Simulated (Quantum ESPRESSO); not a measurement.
**TaAs under changes of volume**

One of the cells (17.396 Å³/atom); the others are scaled copies at fixed shape and fractional positions:

```xyz
4
Lattice="-1.7218 1.7218 5.8679 1.7218 -1.7218 5.8679 1.7218 1.7218 -5.8679" Properties=species:S:1:pos:R:3 pbc="T T T"
Ta    0.0000    0.0000    5.8676
Ta    1.7218    0.0000    2.9336
As    0.0000    0.0000    0.9698
As    0.0000    1.7218    3.9037
```

The cell is a database's computed one.

- Program: Quantum ESPRESSO 7.5
- Functional: PBEsol
- Potentials or basis: PseudoDojo 0.4.1 SR PBEsol standard
- Cutoff: 1143 eV
- Density cutoff: 4572 eV
- k mesh: 6 × 6 × 6
- Occupations: fermi-dirac, width 0.05 eV
- Spin: no spin polarisation

```tsv
volume (Å³/atom)	energy over the lowest point (meV/atom)	pressure (GPa)	gap on the mesh (eV)	largest force (eV/Å)
16.353	19.46	9.0	0.12	0.062
16.700	4.96	4.4	0.11	0.050
17.048	0.00	0.2	0.11	0.039
17.396	?	?	?	?
17.744	14.87	-6.8	0.10	0.019
18.092	33.00	-9.8	0.10	0.011
18.440	57.28	-12.5	0.10	0.003
```

Task: What does the run at 17.396 Å³/atom give?

Result: Energy over the lowest point 3.60 meV/atom; pressure -3.5 GPa; gap on the mesh 0.11 eV; largest force 0.029 eV/Å.

Worked out: A Birch-Murnaghan fit of order 3 (a polynomial in V^(-2/3)) to the other rows has its minimum at 17.07 Å³/atom with B0 = V·E''(V) = 192 GPa and B' = 4.5 at fixed shape and positions, which overstates the stiffness. It gives 3.60 meV/atom at 17.396 Å³/atom, against the run's 3.60, and -dE/dV = -3.5 GPa, against -3.5.

Energies are extrapolated to zero smearing.

Caveats: all runs use coarse meshes; spin-orbit coupling is left out, which moves the levels of the heavy elements.

A mesh can miss the band edges.
